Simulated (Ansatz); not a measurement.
**C2H4BN: a rigid scan of the angle H6–C1–H5**

How does the energy rise as the angle H6–C1–H5 leaves its equilibrium value, and do density functionals follow CCSD(T)? No other atom is relaxed.

Computed with Ansatz 0.2.0, Gaussian basis. Level: single points in def2-TZVPP.

Levels: PBE-D4, r2SCAN-D4, PBE0-D4, B3LYP-D4, wB97M-V, Hartree-Fock, MP2, CCSD, CCSD(T). The scan takes 91.9, 96.4, 100.9, 105.4, 109.9, 114.4, 118.9, 123.4, 127.9°.

Correlated methods freeze the cores. B3LYP uses VWN-RPA correlation.

18 further runs of the same task are left out: 18 set aside as unsound or not needed.

**1. The system as given**

SMILES `CB=C=N`, 8 atoms, charge 0, spin multiplicity 1.

Atoms are counted from 1 here; the program's logs count them from 0.

Bond lengths: C1–B2 1.543 Å, C1–H5 1.090 Å, C1–H6 1.091 Å, C1–H7 1.092 Å, B2–C3 1.380 Å, C3–N4 1.239 Å, N4–H8 1.024 Å. Angles: B2–C1–H5 114.0°, B2–C1–H6 113.5°, B2–C1–H7 107.7°, H5–C1–H6 108.0°, H5–C1–H7 106.4°, H6–C1–H7 106.7°, C1–B2–C3 167.4°, B2–C3–N4 178.9°, C3–N4–H8 118.3°.

Coordinates:

```mol
C2H4BN
  3D, bonds by distance, orders not assigned

  8  7  0  0  0  0  0  0  0  0999 V2000
    0.7279    1.1607    0.6420 C   0  0
   -0.0361    0.0288   -0.0769 B   0  0
   -0.5468   -1.1635   -0.5488 C   0  0
   -1.0216   -2.2213   -0.9859 N   0  0
    0.7504    2.1005    0.0905 H   0  0
    1.7536    0.8971    0.9023 H   0  0
    0.2095    1.3666    1.5808 H   0  0
   -1.8369   -2.1689   -1.6040 H   0  0
  1  2  8  0
  1  5  8  0
  1  6  8  0
  1  7  8  0
  2  3  8  0
  3  4  8  0
  4  8  8  0
M  END
```

**2. Relaxation at PBE0-D4**

Input file relax/in.yaml:

```yaml
crystal:
  periodic: [false, false, false]
  atoms:
    - {symbol: C, position_ang: [0.727860, 1.160750, 0.641980]}
    - {symbol: B, position_ang: [-0.036100, 0.028750, -0.076910]}
    - {symbol: C, position_ang: [-0.546840, -1.163490, -0.548780]}
    - {symbol: N, position_ang: [-1.021590, -2.221310, -0.985850]}
    - {symbol: H, position_ang: [0.750390, 2.100480, 0.090530]}
    - {symbol: H, position_ang: [1.753600, 0.897140, 0.902260]}
    - {symbol: H, position_ang: [0.209540, 1.366600, 1.580770]}
    - {symbol: H, position_ang: [-1.836860, -2.168930, -1.604000]}
basis:
  gaussian: {orbitals: def2-TZVP}
hamiltonian: {xc: pbe0, dispersion: d4}
relax: {f_tol: 0.005, max_steps: 200}
```

No record of the launch command was kept for these runs.

After this run come: Reference energies at the minimum; H6–C1–H5 = 91.9°; H6–C1–H5 = 96.4°; H6–C1–H5 = 100.9°; H6–C1–H5 = 105.4°; H6–C1–H5 = 109.9°; H6–C1–H5 = 114.4°; H6–C1–H5 = 118.9°; H6–C1–H5 = 123.4°; H6–C1–H5 = 127.9°.

Before running it: what results should come out? Wanted: highest point, CCSD(T); lowest point, CCSD(T); minimum along the scan, CCSD(T); RMS deviation from CCSD(T); largest T1 diagnostic.

The runs gave:

| quantity | value |
| --- | --- |
| highest point, CCSD(T) | 0.266 eV at 91.9° |
| lowest point, CCSD(T) | 0.000 eV at 109.9° |
| minimum along the scan, CCSD(T) | 109.9° |
| curvature there | 1.64 meV/deg² |
| RMS deviation from CCSD(T) | PBE-D4 0.009, r2SCAN-D4 0.004, PBE0-D4 0.004, B3LYP-D4 0.004, wB97M-V 0.005, Hartree-Fock 0.018, MP2 0.001, CCSD 0.002 eV |
| largest T1 diagnostic | 0.015 |

**Reading.** A polynomial through the near points puts the CCSD(T) minimum at the PBE0-D4 value. Curvature against CCSD(T): PBE-D4 -6 %, Hartree-Fock +12 %. Best along the scan: MP2. Worst: Hartree-Fock. The restricted Hartree–Fock reference is unstable towards an unrestricted one at one or more of these structures.
